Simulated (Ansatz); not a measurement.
# Be: response to strain

Be is deformed so: zz strain of +1 %. What stress and forces result, by LAPW, PAW and all-electron datasets made for the crystal?

Method: DFT PBEsol, scalar-relativistic, in Ansatz 0.2.0.

## (1) Starting point

Symmetry: Im-3m, No. 229, cubic system. The conventional cell has a = 2.506 Å, b = 2.506 Å, c = 2.506 Å, α = 90.00°, β = 90.00°, γ = 90.00°. Be (site symmetry m-3m) has 8 Be at 2.17 Å as nearest neighbours.

Coordinates:

```xyz
1
Lattice="-1.2531 1.2531 1.2531 1.2531 -1.2531 1.2531 1.2531 1.2531 -1.2531" Properties=species:S:1:pos:R:3 pbc="T T T"
Be    0.0000    0.0000    0.0000
```

## (2) The deformed structure

Space group Im-3m before, I4/mmm after.

## (3) All-electron LAPW

The input, input.yaml:

```yaml
crystal:
  lattice:
    - [-1.2531209513, 1.2531209513, 1.2656521608]
    - [1.2531209513, -1.2531209513, 1.2656521608]
    - [1.2531209513, 1.2531209513, -1.2656521608]
  atoms:
    - { symbol: Be, position: [0.0, 0.0, 0.0] }
kpoints:
  mp_grid: { grid: [23, 23, 23] }
  band_path:
    path:
      - [0.0, 0.0, 0.0]
      - [0.0, 0.0, 0.5]
      - [0.25, 0.25, 0.25]
      - [0.0, 0.5, 0.0]
      - [0.0, 0.0, 0.0]
      - [0.5, 0.5, -0.5]
      - [0.4950740124, 0.5049259876, -0.4950740124]
      - [-0.4950740124, 0.4950740124, 0.4950740124]
      - [0.0, 0.0, 0.0]
    npoints: 5
scf:
  occupations: { method: fermi_dirac, width: 0.03 }
hamiltonian:
  xc: pbesol
  pseudopotentials: { kind: all_electron, lapw: { basis_error: 0.00025 } }
output:
  forces: true
  stress: true
  eigenvalues: true
```

Launch:

```console
$ ansatz run input.yaml --threads 1 --pin off --max-ram 3072MiB --backend cpu --events-out ev --progress --plain --runs-dir out
```

## (4) PAW on the default files

The input, input.yaml:

```yaml
crystal:
  lattice:
    - [-1.2531209513, 1.2531209513, 1.2656521608]
    - [1.2531209513, -1.2531209513, 1.2656521608]
    - [1.2531209513, 1.2531209513, -1.2656521608]
  atoms:
    - { symbol: Be, position: [0.0, 0.0, 0.0] }
kpoints:
  mp_grid: { grid: [23, 23, 23] }
scf:
  occupations: { method: fermi_dirac, width: 0.03 }
hamiltonian:
  xc: pbesol
  pseudopotentials: { kind: paw }
output:
  forces: true
  stress: true
  eigenvalues: true
  efg: { contact_densities: true }
```

## (5) Datasets made for this crystal

Edit input.yaml of step 4 so:

```diff
@@ -13,3 +13,3 @@
   xc: pbesol
-  pseudopotentials: { kind: paw }
+  pseudopotentials: { kind: all_electron, datasets: crystal }
 output:
```

(Steps that only read results are left out.)

What does the calculation give? Wanted: pressure; largest shear or deviatoric stress.

As calculated:

| quantity | value |
| --- | --- |
| pressure | LAPW -3.21, PAW -3.13, crystal datasets -3.22 GPa |
| largest shear or deviatoric stress (LAPW) | 1.10 GPa |

What this shows: The largest part of the stress beyond the pressure is 1.10 GPa in size, in the zz component. No run of the undeformed cell stands beside it, so the pressure holds what the given cell had before the change. PAW: stress within 0.09 GPa of LAPW. Crystal datasets: stress within 0.01 GPa of LAPW.
